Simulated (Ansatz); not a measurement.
# Cu+ with CH4O: structure and interaction energy, part 2 of 3

Ansatz 0.2.0, Gaussian basis.

## Step 6: B2PLYP/def2-TZVPPD

ab/in.yaml reads:

```yaml
crystal:
  periodic: [false, false, false]
  atoms:
    - {symbol: Cu, position_ang: [0.807718, -0.855789, -2.098817]}
    - {symbol: C, position_ang: [-0.467926, 0.348607, 0.379143]}
    - {symbol: O, position_ang: [0.654793, -0.318048, -0.256034]}
    - {symbol: H, position_ang: [-0.959085, 0.946701, -0.384001]}
    - {symbol: H, position_ang: [-0.088962, 1.001591, 1.163826]}
    - {symbol: H, position_ang: [-1.157788, -0.390694, 0.784542]}
    - {symbol: H, position_ang: [1.211249, -0.732369, 0.411439]}
basis:
  gaussian: {orbitals: "def2-TZVPPD.json"}
total_charge: 1
hamiltonian: {xc: {name: B2PLYP}}
correlation: {frozen_orbitals: {C: 1, Cu: 9, H: 0, O: 1}}
```

a/in.yaml reads:

```yaml
crystal:
  periodic: [false, false, false]
  atoms:
    - {symbol: Cu, position_ang: [0.807718, -0.855789, -2.098817]}
basis:
  gaussian:
    orbitals: "def2-TZVPPD.json"
    ghost_atoms:
      - {symbol: C, position_ang: [-0.467926, 0.348607, 0.379143]}
      - {symbol: O, position_ang: [0.654793, -0.318048, -0.256034]}
      - {symbol: H, position_ang: [-0.959085, 0.946701, -0.384001]}
      - {symbol: H, position_ang: [-0.088962, 1.001591, 1.163826]}
      - {symbol: H, position_ang: [-1.157788, -0.390694, 0.784542]}
      - {symbol: H, position_ang: [1.211249, -0.732369, 0.411439]}
total_charge: 1
hamiltonian: {xc: {name: B2PLYP}}
correlation: {frozen_orbitals: {C: 1, Cu: 9, H: 0, O: 1}}
```

b/in.yaml reads:

```yaml
crystal:
  periodic: [false, false, false]
  atoms:
    - {symbol: C, position_ang: [-0.467926, 0.348607, 0.379143]}
    - {symbol: O, position_ang: [0.654793, -0.318048, -0.256034]}
    - {symbol: H, position_ang: [-0.959085, 0.946701, -0.384001]}
    - {symbol: H, position_ang: [-0.088962, 1.001591, 1.163826]}
    - {symbol: H, position_ang: [-1.157788, -0.390694, 0.784542]}
    - {symbol: H, position_ang: [1.211249, -0.732369, 0.411439]}
basis:
  gaussian:
    orbitals: "def2-TZVPPD.json"
    ghost_atoms:
      - {symbol: Cu, position_ang: [0.807718, -0.855789, -2.098817]}
hamiltonian: {xc: {name: B2PLYP}}
```

Each run has its own folder and the same command.

Launch:

```
> ansatz run in.yaml --threads 4 --pin off --events-out ev --progress --plain --max-ram 9574MiB
```

ab printed, shortened:

```text
Functional definition: B2PLYP
  name "B2PLYP"
  cite "Grimme, J. Chem. Phys. 124, 034108 (2006) doi:10.1063/1.2148954"
  cite "Becke, Phys. Rev. A 38, 3098 (1988) doi:10.1103/PhysRevA.38.3098"
  cite "Lee, Yang & Parr, Phys. Rev. B 37, 785 (1988) doi:10.1103/PhysRevB.37.785"
[...]
1296 factors; integrals over basis functions are off by at most 8.6e-4 eV
[...]
mean field -47766.74346743 eV, -1755.3954449665 hartree, gradient 8.9e-6 eV, S^2 0.000000; 0 other end points of the search recorded, 0 dependent functions left out
11 core orbitals not correlated: weight in the atoms' cores, before any rotation towards them, 1.000 or more for the frozen orbitals, at most 0.000 for the correlated occupied ones
reference -47766.74361756 eV, -1755.3954504836 hartree; 12, 12 occupied and 189, 189 virtual orbitals, 1296 factors
second order -29.17903615 eV of doubles, -0.00000000 eV of singles
Total energy: -47774.62195732 eV, -1755.6849741297 hartree
```

Log of a, shortened:

```text
[... 5 set-up lines as earlier in the session ...]
[...]
1304 factors; integrals over basis functions are off by at most 8.5e-4 eV
[...]
mean field -44620.84744296 eV, -1639.7858984319 hartree, gradient 1.4e-6 eV, S^2 0.000000; 0 other end points of the search recorded, 0 dependent functions left out
9 core orbitals not correlated: weight in the atoms' cores, before any rotation towards them, 1.000 or more for the frozen orbitals, at most 0.000 for the correlated occupied ones
reference -44620.84754944 eV, -1639.7859023451 hartree; 5, 5 occupied and 198, 198 virtual orbitals, 1304 factors
second order -14.42545206 eV of doubles, -0.00000000 eV of singles
Total energy: -44624.74242149 eV, -1639.9290362531 hartree
```

Output in b, shortened:

```text
[... 5 set-up lines as earlier in the session ...]
[...]
1274 factors; integrals over basis functions are off by at most 8.7e-4 eV
[...]
mean field -3144.13730469 eV, -115.5449147745 hartree, gradient 4.1e-6 eV, S^2 0.000000; 0 other end points of the search recorded, 0 dependent functions left out
2 core orbitals not correlated: weight in the atoms' cores, before any rotation towards them, 1.000 or more for the frozen orbitals, at most 0.000 for the correlated occupied ones
reference -3144.13743805 eV, -115.5449196755 hartree; 7, 7 occupied and 203, 203 virtual orbitals, 1274 factors
second order -14.05547563 eV of doubles, -0.00000000 eV of singles
Total energy: -3147.93241647 eV, -115.6843825601 hartree
```

They took 8 s (ab), 6.5 s (a), 4.1 s (b) on 4 threads of Arm Neoverse N1, shared host; peak memory 0.6 GiB.

Interaction energy, ab − a − b: -44.90 kcal/mol.

## Step 7: B97M-V/def2-TZVPPD

Changes to ab/in.yaml since step 6:

```diff
@@ -13,3 +13,2 @@
 total_charge: 1
-hamiltonian: {xc: {name: B2PLYP}}
-correlation: {frozen_orbitals: {C: 1, Cu: 9, H: 0, O: 1}}
+hamiltonian: {xc: {name: B97M-V}}
```

Changes to a/in.yaml since step 6:

```diff
@@ -15,3 +15,2 @@
 total_charge: 1
-hamiltonian: {xc: {name: B2PLYP}}
-correlation: {frozen_orbitals: {C: 1, Cu: 9, H: 0, O: 1}}
+hamiltonian: {xc: {name: B97M-V}}
```

Changes to b/in.yaml since step 6:

```diff
@@ -14,2 +14,2 @@
       - {symbol: Cu, position_ang: [0.807718, -0.855789, -2.098817]}
-hamiltonian: {xc: {name: B2PLYP}}
+hamiltonian: {xc: {name: B97M-V}}
```

One command serves all of them, each in its own folder.

Launch:

```
> ansatz run in.yaml --threads 4 --pin off --events-out ev --progress --plain --max-ram 9574MiB
```

ab printed, shortened:

```text
Functional definition: B97M-V
  name "B97M-V"
  cite "Mardirossian & Head-Gordon, J. Chem. Phys. 142, 074111 (2015) doi:10.1063/1.4907719"
[... 2 set-up lines as earlier in the session ...]
  # Of w^i u^j: cxij and so on, Table III.
[...]
  gx(w, u) = cx00 + cx01*u + cx02*u^2 + (cx10 + cx11*u)*w
[...]
  gos(w, u) = cos00 + cos01*u + cos03*u^3 + cos10*w + cos32*w^3*u^2
[...]
      + integral(e_c_pw_mod_opposite_spin*gos(b97_w_opposite, b97_u_opposite)) + vv10(b, c)
1103 factors; their error is unknown
[...]
mean field -47774.33542831 eV, -1755.6744443827 hartree, gradient 2.6e-5 eV, S^2 0.000000; 0 other end points of the search recorded, 0 dependent functions left out
reference -47774.33549593 eV, -1755.6744468676 hartree; 23, 23 occupied and 189, 189 virtual orbitals, 1103 factors
Total energy: -47774.33549593 eV, -1755.6744468676 hartree
```

a printed, shortened:

```text
[... 5 set-up lines as earlier in the session ...]
  # Of w^i u^j: cxij and so on, Table III.
[...]
  gx(w, u) = cx00 + cx01*u + cx02*u^2 + (cx10 + cx11*u)*w
[...]
  gos(w, u) = cos00 + cos01*u + cos03*u^3 + cos10*w + cos32*w^3*u^2
[...]
      + integral(e_c_pw_mod_opposite_spin*gos(b97_w_opposite, b97_u_opposite)) + vv10(b, c)
1055 factors; their error is unknown
[...]
mean field -44622.56957157 eV, -1639.8491854912 hartree, gradient 2.8e-5 eV, S^2 0.000000; 0 other end points of the search recorded, 0 dependent functions left out
reference -44622.56962081 eV, -1639.8491873009 hartree; 14, 14 occupied and 198, 198 virtual orbitals, 1055 factors
Total energy: -44622.56962081 eV, -1639.8491873009 hartree
```

Log of b, shortened:

```text
[... 5 set-up lines as earlier in the session ...]
  # Of w^i u^j: cxij and so on, Table III.
[...]
  gx(w, u) = cx00 + cx01*u + cx02*u^2 + (cx10 + cx11*u)*w
[...]
  gos(w, u) = cos00 + cos01*u + cos03*u^3 + cos10*w + cos32*w^3*u^2
[...]
      + integral(e_c_pw_mod_opposite_spin*gos(b97_w_opposite, b97_u_opposite)) + vv10(b, c)
1026 factors; their error is unknown
[...]
mean field -3149.60750066 eV, -115.7459407687 hartree, gradient 6.7e-5 eV, S^2 0.000000; 0 other end points of the search recorded, 0 dependent functions left out
reference -3149.60755642 eV, -115.7459428178 hartree; 9, 9 occupied and 203, 203 virtual orbitals, 1026 factors
Total energy: -3149.60755642 eV, -115.7459428178 hartree
```

Wall times: 12 s (ab), 6.5 s (a), 8 s (b) on 4 threads of Arm Neoverse N1, shared host.

Interaction energy, ab − a − b: -49.77 kcal/mol.

## Step 8: CCSD(T)/def2-TZVPPD

Changes to ab/in.yaml since step 7:

```diff
@@ -13,2 +13,2 @@
 total_charge: 1
-hamiltonian: {xc: {name: B97M-V}}
+correlation: {method: ccsd_t, frozen_orbitals: {C: 1, Cu: 9, H: 0, O: 1}}
```

Changes to a/in.yaml since step 7:

```diff
@@ -15,2 +15,2 @@
 total_charge: 1
-hamiltonian: {xc: {name: B97M-V}}
+correlation: {method: ccsd_t, frozen_orbitals: {C: 1, Cu: 9, H: 0, O: 1}}
```

Changes to b/in.yaml since step 7:

```diff
@@ -14,2 +14,2 @@
       - {symbol: Cu, position_ang: [0.807718, -0.855789, -2.098817]}
-hamiltonian: {xc: {name: B97M-V}}
+correlation: {method: ccsd_t}
```

The same command starts each run, in its folder.

Launch:

```
> ansatz run in.yaml --threads 4 --pin off --events-out ev --progress --plain --max-ram 9574MiB
```

ab printed, shortened:

```text
Functional definition: HF
  name "HF"
  cite "Fock, Z. Phys. 61, 126 (1930) doi:10.1007/BF01340294"
[... 1 set-up line as earlier in the session ...]
[...]
1296 factors; integrals over basis functions are off by at most 8.6e-4 eV
[...]
mean field -47724.25309500 eV, -1753.8339525805 hartree, gradient 1.8e-6 eV, S^2 0.000000; 0 other end points of the search recorded, 0 dependent functions left out
11 core orbitals not correlated: weight in the atoms' cores, before any rotation towards them, 1.000 or more for the frozen orbitals, at most 0.000 for the correlated occupied ones
reference -47724.25309500 eV, -1753.8339525805 hartree; 12, 12 occupied and 189, 189 virtual orbitals, 1296 factors
second order -24.39082583 eV of doubles, -0.00000000 eV of singles
cycle   1  -22.24690356 eV  change     2.1e0 eV  update   1.5e-1
[...]
cycle  15  -23.21982925 eV  change    4.6e-7 eV  update   5.8e-6
perturbative correction -0.82355021 eV, -0.0302649119 hartree
Total energy: -47748.29647445 eV, -1754.7175304783 hartree
```

Output in a, shortened:

```text
[... 4 set-up lines as earlier in the session ...]
[...]
1304 factors; integrals over basis functions are off by at most 8.5e-4 eV
[...]
mean field -44590.94802075 eV, -1638.6871149325 hartree, gradient 7.6e-7 eV, S^2 0.000000; 0 other end points of the search recorded, 0 dependent functions left out
9 core orbitals not correlated: weight in the atoms' cores, before any rotation towards them, 1.000 or more for the frozen orbitals, at most 0.000 for the correlated occupied ones
reference -44590.94802075 eV, -1638.6871149325 hartree; 5, 5 occupied and 198, 198 virtual orbitals, 1304 factors
second order -12.26579663 eV of doubles, -0.00000000 eV of singles
cycle   1  -10.17131852 eV  change     2.1e0 eV  update   1.1e-1
[...]
cycle  11  -10.70483017 eV  change   -9.2e-6 eV  update   4.6e-6
perturbative correction -0.36056369 eV, -0.0132504714 hartree
Total energy: -44602.01341462 eV, -1639.0937606567 hartree
```

b printed, shortened:

```text
[... 4 set-up lines as earlier in the session ...]
[...]
1274 factors; integrals over basis functions are off by at most 8.7e-4 eV
[...]
mean field -3131.87119755 eV, -115.0941436516 hartree, gradient 1.4e-6 eV, S^2 0.000000; 0 other end points of the search recorded, 0 dependent functions left out
2 core orbitals not correlated: weight in the atoms' cores, before any rotation towards them, 1.000 or more for the frozen orbitals, at most 0.000 for the correlated occupied ones
reference -3131.87119755 eV, -115.0941436516 hartree; 7, 7 occupied and 203, 203 virtual orbitals, 1274 factors
second order -11.72370448 eV of doubles, -0.00000000 eV of singles
cycle   1  -11.90125055 eV  change   -1.8e-1 eV  update   6.6e-2
[...]
cycle   9  -12.22302945 eV  change   -4.8e-6 eV  update   1.2e-5
perturbative correction -0.41682480 eV, -0.0153180290 hartree
Total energy: -3144.51105181 eV, -115.5586497278 hartree
```

They took 80 s (ab), 25 s (a), 31 s (b) on 4 threads of Arm Neoverse N1, shared host; peak memory 3 GiB.

E(ab) − E(a) − E(b) = -40.86 kcal/mol.

## Step 9: MP2/def2-QZVPPD

Changes to ab/in.yaml since step 8:

```diff
@@ -11,4 +11,4 @@
 basis:
-  gaussian: {orbitals: "def2-TZVPPD.json"}
+  gaussian: {orbitals: "def2-QZVPPD.json"}
 total_charge: 1
-correlation: {method: ccsd_t, frozen_orbitals: {C: 1, Cu: 9, H: 0, O: 1}}
+correlation: {method: mp2, frozen_orbitals: {C: 1, Cu: 9, H: 0, O: 1}}
```

Changes to a/in.yaml since step 8:

```diff
@@ -6,3 +6,3 @@
   gaussian:
-    orbitals: "def2-TZVPPD.json"
+    orbitals: "def2-QZVPPD.json"
     ghost_atoms:
@@ -15,2 +15,2 @@
 total_charge: 1
-correlation: {method: ccsd_t, frozen_orbitals: {C: 1, Cu: 9, H: 0, O: 1}}
+correlation: {method: mp2, frozen_orbitals: {C: 1, Cu: 9, H: 0, O: 1}}
```

Changes to b/in.yaml since step 8:

```diff
@@ -11,5 +11,5 @@
   gaussian:
-    orbitals: "def2-TZVPPD.json"
+    orbitals: "def2-QZVPPD.json"
     ghost_atoms:
       - {symbol: Cu, position_ang: [0.807718, -0.855789, -2.098817]}
-correlation: {method: ccsd_t}
+correlation: {method: mp2}
```

One command serves all of them, each in its own folder.

Launch:

```
> ansatz run in.yaml --threads 4 --pin off --events-out ev --progress --plain --max-ram 9574MiB
```

Log of ab, shortened:

```text
[... 4 set-up lines as earlier in the session ...]
[...]
2206 factors; integrals over basis functions are off by at most 7.2e-4 eV
[...]
mean field -47725.49486439 eV, -1753.8795867642 hartree, gradient 2.1e-6 eV, S^2 0.000000; 0 other end points of the search recorded, 0 dependent functions left out
11 core orbitals not correlated: weight in the atoms' cores, before any rotation towards them, 1.000 or more for the frozen orbitals, at most 0.000 for the correlated occupied ones
reference -47725.49486439 eV, -1753.8795867642 hartree; 12, 12 occupied and 338, 338 virtual orbitals, 2206 factors
second order -25.89752108 eV of doubles, -0.00000000 eV of singles
Total energy: -47751.39238548 eV, -1754.8313031101 hartree
```

Output in a, shortened:

```text
[... 4 set-up lines as earlier in the session ...]
[...]
2207 factors; integrals over basis functions are off by at most 7.3e-4 eV
[...]
mean field -44592.04004325 eV, -1638.7272460193 hartree, gradient 1.3e-6 eV, S^2 0.000000; 0 other end points of the search recorded, 0 dependent functions left out
9 core orbitals not correlated: weight in the atoms' cores, before any rotation towards them, 1.000 or more for the frozen orbitals, at most 0.000 for the correlated occupied ones
reference -44592.04004325 eV, -1638.7272460193 hartree; 5, 5 occupied and 347, 347 virtual orbitals, 2207 factors
second order -12.89909164 eV of doubles, -0.00000000 eV of singles
Total energy: -44604.93913490 eV, -1639.2012788939 hartree
```

b printed, shortened:

```text
[... 4 set-up lines as earlier in the session ...]
[...]
2217 factors; integrals over basis functions are off by at most 7.2e-4 eV
[...]
mean field -3132.00879035 eV, -115.0992000935 hartree, gradient 1.8e-6 eV, S^2 0.000000; 0 other end points of the search recorded, 0 dependent functions left out
2 core orbitals not correlated: weight in the atoms' cores, before any rotation towards them, 1.000 or more for the frozen orbitals, at most 0.000 for the correlated occupied ones
reference -3132.00879035 eV, -115.0992000935 hartree; 7, 7 occupied and 352, 352 virtual orbitals, 2217 factors
second order -12.52311286 eV of doubles, -0.00000000 eV of singles
Total energy: -3144.53190321 eV, -115.5594160026 hartree
```

Wall times: 18 s (ab), 17 s (a), 12 s (b) on 4 threads of Arm Neoverse N1, shared host; peak memory 1.6 GiB.

Interaction energy, ab − a − b: -44.31 kcal/mol.

## Step 10: Hartree-Fock/STO-3G

Changes to ab/in.yaml since step 9:

```diff
@@ -11,4 +11,4 @@
 basis:
-  gaussian: {orbitals: "def2-QZVPPD.json"}
+  gaussian: {orbitals: STO-3G}
 total_charge: 1
-correlation: {method: mp2, frozen_orbitals: {C: 1, Cu: 9, H: 0, O: 1}}
+hamiltonian: {xc: hf}
```

Changes to a/in.yaml since step 9:

```diff
@@ -6,3 +6,3 @@
   gaussian:
-    orbitals: "def2-QZVPPD.json"
+    orbitals: STO-3G
     ghost_atoms:
@@ -15,2 +15,2 @@
 total_charge: 1
-correlation: {method: mp2, frozen_orbitals: {C: 1, Cu: 9, H: 0, O: 1}}
+hamiltonian: {xc: hf}
```

Changes to b/in.yaml since step 9:

```diff
@@ -11,5 +11,5 @@
   gaussian:
-    orbitals: "def2-QZVPPD.json"
+    orbitals: STO-3G
     ghost_atoms:
       - {symbol: Cu, position_ang: [0.807718, -0.855789, -2.098817]}
-correlation: {method: mp2}
+hamiltonian: {xc: hf}
```

One command serves all of them, each in its own folder.

Launch:

```
> ansatz run in.yaml --threads 4 --pin off --events-out ev --progress --plain --max-ram 9574MiB
```

Log of ab, shortened:

```text
[... 4 set-up lines as earlier in the session ...]
[...]
352 factors; integrals over basis functions are off by at most 6.8e-4 eV
[...]
mean field -47177.52927044 eV, -1733.7422226109 hartree, gradient 9.5e-6 eV, S^2 0.000000; 3 other end points of the search recorded, 0 dependent functions left out
reference -47177.52927044 eV, -1733.7422226109 hartree; 23, 23 occupied and 9, 9 virtual orbitals, 352 factors
Total energy: -47177.52927044 eV, -1733.7422226109 hartree
```

Log of a, shortened:

```text
[... 4 set-up lines as earlier in the session ...]
[...]
287 factors; integrals over basis functions are off by at most 2.6e-3 eV
[...]
mean field -44085.13429901 eV, -1620.0988035115 hartree, gradient 6.0e-6 eV, S^2 0.000000; 3 other end points of the search recorded, 0 dependent functions left out
reference -44085.13429901 eV, -1620.0988035115 hartree; 14, 14 occupied and 18, 18 virtual orbitals, 287 factors
Total energy: -44085.13429901 eV, -1620.0988035115 hartree
```

Output in b, shortened:

```text
[... 4 set-up lines as earlier in the session ...]
[...]
289 factors; integrals over basis functions are off by at most 1.2e-3 eV
[...]
mean field -3090.98842035 eV, -113.5917293005 hartree, gradient 2.7e-5 eV, S^2 0.000000; 0 other end points of the search recorded, 0 dependent functions left out
reference -3090.98842035 eV, -113.5917293005 hartree; 9, 9 occupied and 23, 23 virtual orbitals, 289 factors
Total energy: -3090.98842035 eV, -113.5917293005 hartree
```

Times: 0.8 s (ab), 1.1 s (a), 0.1 s (b) on 4 threads of Arm Neoverse N1, shared host.

E(ab) − E(a) − E(b) = -32.44 kcal/mol.

## Step 11: SPW92/def2-SVP

Changes to ab/in.yaml since step 10:

```diff
@@ -11,4 +11,4 @@
 basis:
-  gaussian: {orbitals: STO-3G}
+  gaussian: {orbitals: def2-SVP}
 total_charge: 1
-hamiltonian: {xc: hf}
+hamiltonian: {xc: lda}
```

Changes to a/in.yaml since step 10:

```diff
@@ -6,3 +6,3 @@
   gaussian:
-    orbitals: STO-3G
+    orbitals: def2-SVP
     ghost_atoms:
@@ -15,2 +15,2 @@
 total_charge: 1
-hamiltonian: {xc: hf}
+hamiltonian: {xc: lda}
```

Changes to b/in.yaml since step 10:

```diff
@@ -11,5 +11,5 @@
   gaussian:
-    orbitals: STO-3G
+    orbitals: def2-SVP
     ghost_atoms:
       - {symbol: Cu, position_ang: [0.807718, -0.855789, -2.098817]}
-hamiltonian: {xc: hf}
+hamiltonian: {xc: lda}
```

The same command starts each run, in its folder.

Launch:

```
> ansatz run in.yaml --threads 4 --pin off --events-out ev --progress --plain --max-ram 9574MiB
```

Output in ab, shortened:

```text
Functional definition: SPW92
  name "SPW92"
  cite "Dirac, Proc. Camb. Phil. Soc. 26, 376 (1930) doi:10.1017/S0305004100016108"
  cite "Slater, Phys. Rev. 81, 385 (1951) doi:10.1103/PhysRev.81.385"
  cite "Perdew & Wang, Phys. Rev. B 45, 13244 (1992) doi:10.1103/PhysRevB.45.13244"
[...]
917 factors; their error is unknown
[...]
mean field -47673.03060339 eV, -1751.9515607338 hartree, gradient 3.2e-5 eV, S^2 0.000000; 0 other end points of the search recorded, 0 dependent functions left out
reference -47673.03066918 eV, -1751.9515631517 hartree; 23, 23 occupied and 56, 56 virtual orbitals, 917 factors
Total energy: -47673.03066918 eV, -1751.9515631517 hartree
```

a printed, shortened:

```text
[... 5 set-up lines as earlier in the session ...]
[...]
755 factors; their error is unknown
[...]
mean field -44549.54344406 eV, -1637.1655248039 hartree, gradient 8.5e-5 eV, S^2 0.000000; 0 other end points of the search recorded, 0 dependent functions left out
reference -44549.54347675 eV, -1637.1655260053 hartree; 14, 14 occupied and 65, 65 virtual orbitals, 755 factors
Total energy: -44549.54347675 eV, -1637.1655260053 hartree
```

b printed, shortened:

```text
[... 5 set-up lines as earlier in the session ...]
[...]
848 factors; their error is unknown
[...]
mean field -3120.88247011 eV, -114.6903153665 hartree, gradient 7.3e-5 eV, S^2 0.000000; 0 other end points of the search recorded, 0 dependent functions left out
reference -3120.88250880 eV, -114.6903167883 hartree; 9, 9 occupied and 70, 70 virtual orbitals, 848 factors
Total energy: -3120.88250880 eV, -114.6903167883 hartree
```

Times: 0.55 s (ab), 0.45 s (a), 0.45 s (b) on 4 threads of Arm Neoverse N1, shared host.

E(ab) − E(a) − E(b) = -60.07 kcal/mol.

(Continued in part 3 of 3.)
